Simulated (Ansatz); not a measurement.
# Ba2Tl5V3O12 (P1) in Ansatz: a series of runs

Aim: see how the results for Ba2Tl5V3O12 move with the level of theory and the settings. Levels: PBE, RPBE. Tasks: relaxation of cell and atoms, single point.

Program: Ansatz 0.2.0. These are calculated values, not measurements. Logs are shortened: lines on timing, memory, paths and dates and some standing lists are left out, and cuts for length are marked.

### 1 Starting point

The typed cell holds 22 atoms: a = 6.653 Å, b = 8.840 Å, c = 9.892 Å, α = 71.07°, β = 73.99°, γ = 70.69°.

The cell was built by a generator and needn't be a form met in nature.

### 2 Relaxation of cell and atoms, PBE, collinear spin, ferromagnetic start, target pressure 2 GPa, at which the enthalpy is minimised

Contents of input.yaml:

```yaml
crystal:
  lattice:
    - [6.65272, 0.04946, 0.02017]
    - [2.8607, 8.36464, 0.00384]
    - [2.68279, 2.46936, 9.19569]
  atoms:
    - { symbol: Ba, position: [0.80419, 0.04665, 0.02264] }
    - { symbol: Ba, position: [0.21205, 0.95157, 0.34012] }
    - { symbol: V, position: [0.7454, 0.70796, 0.33582], spin: 2.0 }
    - { symbol: V, position: [0.25963, 0.26599, 0.03225], spin: 2.0 }
    - { symbol: V, position: [0.04074, 0.07695, 0.66106], spin: 2.0 }
    - { symbol: Tl, position: [0.25636, 0.39847, 0.35003] }
    - { symbol: Tl, position: [0.58966, 0.34866, 0.60553] }
    - { symbol: Tl, position: [0.57327, 0.88069, 0.66842] }
    - { symbol: Tl, position: [0.74552, 0.49664, 0.11648] }
    - { symbol: Tl, position: [0.11891, 0.64206, 0.74303] }
    - { symbol: O, position: [0.28433, 0.09717, 0.54175] }
    - { symbol: O, position: [0.8535, 0.49575, 0.34386] }
    - { symbol: O, position: [0.40255, 0.20448, 0.17282] }
    - { symbol: O, position: [0.88414, 0.05377, 0.55967] }
    - { symbol: O, position: [0.14017, 0.47956, 0.98899] }
    - { symbol: O, position: [0.54627, 0.73631, 0.48712] }
    - { symbol: O, position: [0.90594, 0.24279, 0.73262] }
    - { symbol: O, position: [0.61543, 0.80058, 0.18857] }
    - { symbol: O, position: [0.05538, 0.16451, 0.10164] }
    - { symbol: O, position: [0.08209, 0.90404, 0.80708] }
    - { symbol: O, position: [0.44178, 0.20123, 0.89187] }
    - { symbol: O, position: [0.94269, 0.80417, 0.30862] }
hamiltonian:
  xc: pbe
  pseudopotentials: { kind: paw }
magnetization:
  spin_polarized: true
kpoints:
  mp_grid: { grid: [3, 3, 2] }
scf:
  occupations: { method: fermi_dirac, width: 0.05 }
output:
  forces: true
  stress: true
  eigenvalues: true
  write_density: true
  write_potential: true
  elf: true
  volumetric_format: npy
relax:
  f_tol: 0.01
  max_steps: 40
  cell: { stress_tol: 0.05, p_target: 2.0 }
```

Potentials or basis: Ansatz PAW.

Command:

```
ansatz run input.yaml --threads 8 --pin off --max-ram 20480MiB --backend cpu --events-out ev --progress --plain --runs-dir out
```

Log:

```text
Warning: RAYON_NUM_THREADS=8 ignored (pool sized by the plan → 8); use --threads N
Engine: ansatz 0.2.0, x86_64-unknown-linux-gnu
Pseudopotentials: kind: paw
Pseudopotential: Ba, paw, valence charge 10, recommended cutoff 420 eV (normal), Ba.paw.azcp
Pseudopotential: V, paw, valence charge 13, recommended cutoff 420 eV (normal), V.paw.azcp
Pseudopotential: Tl, paw, valence charge 13, recommended cutoff 420 eV (normal), Tl.paw.azcp
Pseudopotential: O, paw, valence charge 6, recommended cutoff 420 eV (normal), O.paw.azcp
Functional definition: PBE
  parameter kappa = 0.804
  parameter beta = 0.06672455060314922
  exchange = pbe_x(kappa = kappa, mu = beta*pi^2/3)
  correlation = pbe_c(beta = beta)
Crystal: 22 atoms, lattice volume = 510.044 Å³
Basis set: ecut = 420 eV, 9957 PW (Γ), exchange–correlation on 90×120×144 points (8 copies of the dense FFT grid, shifted against one another)
Bands: 123, of which v1, the nominal top of the filled ones, is band 98 counted from 1 (97 counted from 0)
Symmetry: 1 space group operations
Space group: P1 (ITA 1), of the structure as read, at distance tolerance 8.0e-5 Å
Magnetic group: BNS 1.1 (UNI 1), of the structure as read, at distance tolerance 8.0e-5 Å
k-points: 10 of 18 (time reversal used)
Non-local potential: Ba, projectors of the file, l = 0: 3, l = 1: 2, l = 2: 2, l = 3: 2
[... 717 lines left out ...]
  k-point 2 ↑: bands = ["-58.2835", "-58.1652", "-58.0249", "-32.2781", "-32.2515", "-32.2217", "-32.1431", "-32.1290", "-32.1142", "-32.0286", "-32.0009", "-31.9675", "-19.6784", "-19.5224", "-11.2811", "-11.2018", "-11.0554", "-10.8967", "-10.7807", "-10.7677", "-10.6329", "-10.6257", "-10.5852", "-10.5463", "-10.4329", "-10.3762", "-5.0826", "-4.9026", "-4.8342", "-4.7711", "-4.7448", "-4.6755", "-4.5193", "-4.5066", "-4.4814", "-4.3976", "-4.3718", "-4.1703", "-4.1546", "-4.0891", "-4.0358", "-4.0040", "-3.9870", "-3.9706", "-3.9646", "-3.9480", "-3.9273", "-3.7620", "-3.7522", "-3.7235", "-3.7149", "-3.7043", "-3.5055", "-3.4941", "-3.4581", "-3.4477", "-3.4369", "0.2179", "0.5603", "0.8389", "1.1117", "1.6705", "2.1016", "2.1795", "2.2542", "2.3134", "2.4083", "2.4543", "2.5144", "2.6000", "2.7048", "2.7462", "2.7854", "2.8936", "2.9228", "3.0095", "3.1065", "3.1656", "3.2174", "3.3821", "3.4465", "3.5503", "3.6004", "3.7671", "3.8582", "3.9812", "4.1074", "4.3120", "4.3852", "4.4518", "4.5204", "4.5354", "4.6092", "4.6816", "4.7875", "4.8674", "4.9598", "5.5084", "8.6087", "8.7011", "8.7578", "8.8095", "8.9739", "9.0632", "9.1132", "9.2839", "9.6550", "9.7783", "9.9413", "10.0500", "10.1720", "10.2325", "10.2915", "10.4245", "10.4508", "10.5552", "10.6848", "10.8065", "10.8876", "11.2133", "11.3796", "11.4691", "11.6516"]
  k-point 9 ↓: bands = ["-58.2835", "-58.1652", "-58.0249", "-32.2781", "-32.2515", "-32.2217", "-32.1431", "-32.1290", "-32.1142", "-32.0286", "-32.0009", "-31.9675", "-19.6752", "-19.5246", "-11.2582", "-11.1910", "-11.0354", "-10.9028", "-10.8247", "-10.7682", "-10.6497", "-10.6104", "-10.5809", "-10.5551", "-10.4327", "-10.3753", "-5.0258", "-4.9164", "-4.8439", "-4.7706", "-4.7429", "-4.7045", "-4.5230", "-4.5080", "-4.4800", "-4.4112", "-4.3876", "-4.1726", "-4.1523", "-4.0917", "-4.0274", "-4.0050", "-3.9818", "-3.9746", "-3.9628", "-3.9470", "-3.9242", "-3.7703", "-3.7531", "-3.7249", "-3.7152", "-3.7044", "-3.5085", "-3.4896", "-3.4572", "-3.4476", "-3.4370", "0.2003", "0.4629", "0.8254", "0.9294", "1.4514", "2.1180", "2.1971", "2.2470", "2.3005", "2.3949", "2.4934", "2.5421", "2.5569", "2.6372", "2.7606", "2.8752", "2.9527", "2.9799", "3.1583", "3.1939", "3.2627", "3.3515", "3.4651", "3.5713", "3.6322", "3.7185", "3.7575", "3.8556", "3.9993", "4.1612", "4.2105", "4.3133", "4.4374", "4.4728", "4.5525", "4.6551", "4.7110", "4.7648", "4.9042", "4.9903", "5.4224", "8.4766", "8.7591", "8.8459", "8.8770", "8.9113", "9.0254", "9.1898", "9.2676", "9.5332", "9.6196", "9.8689", "10.0222", "10.0999", "10.2459", "10.2893", "10.4171", "10.4529", "10.5149", "10.6273", "10.7444", "10.8071", "11.0128", "11.3122", "11.5062", "11.8878"]
--- Relaxed structure (31 steps of the walk, 27 accepted, 3 SCFs on fresh bases) ---
  F+E_penalty+E_count = -84681.51832570 eV   max|allowed force component| = 5.095e-3 eV/Å   (the final SCF, on the basis selected at the relaxed cell)
  cell:  # Å, volume = 435.6163 Å³
    - [5.979342040324221, -0.4943674859613287, 0.003648519078287952]
    - [1.892613748028026, 7.713131771391052, -0.1293551758461226]
    - [2.190038834051343, 1.9886108737516455, 9.22293216386535]
  atoms:
    - { symbol: Ba, position: [0.8303449969708219, 0.002118910978927918, 0.029819750181498874] }
    - { symbol: Ba, position: [0.20794633399343196, 1.007257214860782, 0.34845448750326785] }
    - { symbol: V, position: [0.6819863268896498, 0.7014089061925903, 0.3439487884337198] }
    - { symbol: V, position: [0.31929473701216105, 0.26519384285832914, 0.009866438676820436] }
    - { symbol: V, position: [0.05665425330861551, 0.08730470654370273, 0.6791306936938756] }
    - { symbol: Tl, position: [0.20808895671896657, 0.5030505151281212, 0.32095544565815226] }
    - { symbol: Tl, position: [0.5733999957347948, 0.3284149213434745, 0.6273830188817062] }
    - { symbol: Tl, position: [0.5462004376760586, 0.8481335863791433, 0.7282997158875406] }
    - { symbol: Tl, position: [0.7589010630792723, 0.47864204674899613, 0.07012843172319988] }
    - { symbol: Tl, position: [0.08416737702697094, 0.5923658012976649, 0.7115517667776998] }
    - { symbol: O, position: [0.3191816775707099, 0.11703462395239414, 0.5676298965102792] }
    - { symbol: O, position: [0.7672545029081086, 0.48283264172751555, 0.3449587328481218] }
    - { symbol: O, position: [0.49194603049094837, 0.23853920302676002, 0.14010836970463586] }
    - { symbol: O, position: [0.8753998820350795, 0.07302959048822533, 0.5668841239657056] }
    - { symbol: O, position: [0.2914139123313369, 0.4759734472768704, 0.9157884843861938] }
    - { symbol: O, position: [0.4956773824015235, 0.7355903843073355, 0.49752906863668106] }
    - { symbol: O, position: [0.948277340430614, 0.24993331871599464, 0.7709528379809457] }
    - { symbol: O, position: [0.5348381070792273, 0.7915452284294807, 0.2044459724435294] }
    - { symbol: O, position: [0.0552888996335464, 0.2051733640962844, 0.11089494264159538] }
    - { symbol: O, position: [0.07539268213395253, 0.8909182434859281, 0.8038223397128019] }
    - { symbol: O, position: [0.4471497221743864, 0.12224921760070481, 0.9036489504630303] }
    - { symbol: O, position: [0.9311953823998235, 0.8032902845607744, 0.3037877432889982] }
```

rho_z.tsv:

```text
# z_ang	rho[e/angstrom^3]	rho_spin[e/angstrom^3]
# format = ansatz-planar-average/11
# lattice	5.979342040	-0.494367486	0.003648519
# lattice	1.892613748	7.713131771	-0.129355176
# lattice	2.190038834	1.988610874	9.222932164
# sites	22
# site	56	5.034233439	-0.334852250	0.277780971
# site	56	3.912859969	8.359246102	3.084236862
# site	23	6.158586858	5.756887754	3.083973711
# site	23	2.432689841	1.907246626	0.057858251
# site	23	1.991311839	1.995911367	6.252489707
# site	81	2.899220258	4.415477986	2.895837332
[... 14 lines left out ...]
# site	8	4.884057976	2.518874169	8.320110835
# site	8	7.753560889	6.339646705	2.701301477
0.000000	4.936571e-1	-2.326353e-11
0.134524	5.271762e-1	-1.680846e-11
0.269048	5.396956e-1	-7.459752e-12
0.403572	5.366068e-1	1.877521e-12
0.538096	5.296514e-1	-1.919900e-12
0.672620	5.272094e-1	-4.242892e-12
[... 64 lines left out ...]
9.416680	3.920085e-1	-1.130984e-11
9.551204	4.437987e-1	-1.473477e-11
```

It took 7.9 min on 8 threads of Intel Xeon 6975P-C (Granite Rapids), shared host; peak memory 3.1 GiB.

What came out:

```
Free energy                                            : -84681.5183 eV
Relaxed volume                                         : 19.80 Å³/atom
Relaxed cell                                           : a = 6.000 Å, b = 7.943 Å, c = 9.686 Å, α = 76.25°, β = 77.94°, γ = 80.94°
Space group after relaxing (to 0.05 Å)                 : P1 (No. 1)
Energy change on relaxing (the enthalpy is what falls) : +17.3 meV/atom
Ionic steps                                            : 30
Pressure after relaxing                                : 2.0 GPa
Largest force after relaxing                           : 0.007 eV/Å
Band gap on the k mesh                                 : 2.63 eV, indirect (least direct gap 2.71 eV)
Net moment                                             : 0.00 μB per cell
Absolute moment                                        : 0.00 μB per cell
```

Forces in eV/Å, atoms in the order of the input:
```
Ba  -0.002  0.005 -0.005
Ba   0.000  0.003 -0.002
V    0.000  0.000  0.000
V   -0.002 -0.002  0.001
V   -0.004  0.000  0.003
Tl   0.000 -0.003 -0.001
Tl  -0.001  0.002  0.003
Tl   0.002 -0.001  0.001
Tl  -0.001 -0.003  0.000
Tl   0.001 -0.002  0.001
O    0.002 -0.001 -0.002
O   -0.001  0.001 -0.001
O    0.004  0.000  0.002
O    0.002 -0.001 -0.001
O    0.000  0.003 -0.002
O    0.000  0.000  0.000
O    0.001  0.000  0.000
O    0.000 -0.001  0.000
O    0.000 -0.001 -0.001
O   -0.002  0.000  0.002
O    0.000 -0.001  0.000
O    0.001  0.000  0.000
```

The path:
```
step  energy change (eV)  largest force (eV/Å)  volume (Å³)
   1              0.0000                0.0103       510.04
   2              0.0568                0.1380       482.21
   3              0.0910                0.1348       472.71
   4              0.1766                0.2177       458.35
   5              0.2276                0.2838       450.47
   6              0.2974                0.4104       443.15
   7              0.2741                0.0870       443.72
   8              0.2745                0.0725       443.36
   9              0.2836                0.0478       442.23
  10              0.2878                0.0485       441.68
  11              0.2901                0.0492       441.33
  12              0.2961                0.0752       440.60
  13              0.2958                0.0891       440.53
  14              0.3099                0.1932       439.12
  15              0.2967                0.0645       439.71
  16              0.3030                0.0799       439.03
  17              0.3038                0.0788       438.93
  18              0.3003                0.0272       439.24
  19              0.3021                0.0060       439.05
  20              0.3444                0.0067       439.05
  21              0.3815                0.0453       435.21
  22              0.3714                0.0495       436.04
  23              0.3696                0.0171       436.19
  24              0.3704                0.0070       436.09
  25              0.3717                0.0090       435.97
  26              0.3774                0.0089       435.97
  27              0.3816                0.0268       435.54
  28              0.3819                0.0214       435.49
  29              0.3806                0.0072       435.62
  30              0.3810                0.0072       435.62
```

Final structure:
```xyz
22
Lattice="5.9793 -0.4944 0.0036 1.8926 7.7131 -0.1294 2.1900 1.9886 9.2229" Properties=species:S:1:pos:R:3 pbc="T T T"
Ba    5.0342   -0.3349    0.2778
Ba    3.9129    8.3592    3.0842
V     6.1586    5.7569    3.0840
V     2.4327    1.9072    0.0579
V     1.9913    1.9959    6.2525
Tl    2.8992    4.4155    2.8958
Tl    5.4241    3.4973    5.7459
Tl    6.4661    7.7200    6.6093
Tl    5.5972    3.4561    0.5876
Tl    3.1827    5.9424    6.4863
O     3.3731    1.8737    5.2212
O     6.2570    4.0308    3.1219
O     3.6998    1.8753    1.2631
O     6.6140    1.2578    5.2221
O     4.6489    5.3483    8.3857
O     5.4456    6.4181    4.4953
O     7.8315    2.9921    7.0816
O     5.1438    6.2474    1.7852
O     0.9618    1.7757    0.9964
O     3.8974    8.4330    7.2986
O     4.8841    2.5189    8.3201
O     7.7536    6.3396    2.7013
```

Levels at points of the mesh, in eV from the valence-band top:
Spin up:
```
            k point  band 94  band 95  band 96  band 97  band 98  band 99  band 100  band 101  band 102  band 103
 (0.00, 0.00, 0.00)    -0.89    -0.83    -0.70    -0.47    -0.17     3.14      3.19      3.28      3.44      3.48
(0.00, 0.00, -0.50)    -0.82    -0.75    -0.74    -0.47    -0.08     2.77      3.17      3.31      3.37      3.45
```
Spin down:
```csv
k point,band 95,band 96,band 97,band 98,band 99,band 100,band 101,band 102
"(0.00, 0.00, 0.00)",-0.83,-0.70,-0.47,-0.17,3.14,3.19,3.28,3.44
"(0.00, 0.00, -0.50)",-0.75,-0.74,-0.47,-0.08,2.77,3.17,3.31,3.37
```

Caveat: odd divisions of the mesh miss points on the zone boundary, where band edges often lie, so the gap on the mesh can be too wide; the plane-wave basis is chosen anew once the cell has moved, so the energies of steps on either side of that aren't comparable; the pressure holds a Pulay correction of +0.3 GPa for the finite cutoff; spin-orbit coupling is left out, which as a rule narrows the gap of such compounds by several tenths of an eV; the starting moments weren't kept. Expect the measured gap to be larger: semilocal functionals such as PBE lack the derivative discontinuity.

(Continued in part 2 of 2.)
